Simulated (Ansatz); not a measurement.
# Si2W: the cost of one run

Program: Ansatz 0.2.0. Level of theory: DFT LDA, scalar-relativistic. These are calculated values, not measurements.

## (1) Starting point

The structure is tetragonal, space group I4/mmm (No. 139). Conventional cell: a = 3.212 Å, b = 3.212 Å, c = 7.880 Å, α = 90.00°, β = 90.00°, γ = 90.00°. Si (site symmetry 4mm) has 5 Si at 2.62 to 2.63 Å and 5 W at 2.62 Å as nearest neighbours. Around W (site symmetry 4/mmm) lie 10 Si at 2.62 Å.

As a file:

```cif
data_structure
_symmetry_space_group_name_H-M 'I4/mmm'
_symmetry_Int_Tables_number 139
_cell_length_a 3.2120
_cell_length_b 3.2120
_cell_length_c 7.8800
_cell_angle_alpha 90.000
_cell_angle_beta 90.000
_cell_angle_gamma 90.000
_cell_volume 81.30
loop_
_atom_site_label
_atom_site_type_symbol
_atom_site_symmetry_multiplicity
_atom_site_Wyckoff_symbol
_atom_site_fract_x
_atom_site_fract_y
_atom_site_fract_z
_atom_site_occupancy
Si1 Si 4 e 0.00000 0.00000 0.33300 1
W1 W 2 a 0.00000 0.00000 0.00000 1
```

The file gives the conventional cell by its symmetry; the runs use the cell typed in the input.

Atoms are numbered in the order of the input: Si1, Si2, W3.

## (2) The deformed structure

Space group I4/mmm before, I4/mmm after.

## (3) Full-potential LAPW

File input.yaml:

```yaml
crystal:
  lattice:
    - [-1.65418, 1.65418, 3.94]
    - [1.65418, -1.65418, 3.94]
    - [1.65418, 1.65418, -3.94]
  atoms:
    - { symbol: Si, position: [0.333, 0.333, 0.0] }
    - { symbol: Si, position: [0.667, 0.667, 0.0] }
    - { symbol: W, position: [0.0, 0.0, 0.0] }
kpoints:
  mp_grid: { grid: [11, 11, 14] }
  band_path:
    path:
      - [0.0, 0.0, 0.0]
      - [0.0, 0.0, 0.5]
      - [0.25, 0.25, 0.25]
      - [0.0, 0.5, 0.0]
      - [0.0, 0.0, 0.0]
      - [0.5, 0.5, -0.5]
      - [0.2940669605, 0.7059330395, -0.2940669605]
      - [-0.2940669605, 0.2940669605, 0.2940669605]
      - [0.0, 0.0, 0.0]
    npoints: 5
scf:
  occupations: { method: fermi_dirac, width: 0.05 }
hamiltonian:
  xc: lda
  pseudopotentials: { kind: all_electron, lapw: { basis_error: 0.001 } }
output:
  forces: true
  stress: true
  eigenvalues: true
```

Command:

```
$ ansatz run input.yaml --threads 1 --pin off --max-ram 6144MiB --backend cpu --events-out ev --progress --plain --runs-dir out
```

Q: Estimate wall time and peak memory on 1 thread of Intel Xeon 6975P-C (Granite Rapids), shared host.

About 80 s, with a peak of 1.6 GiB.
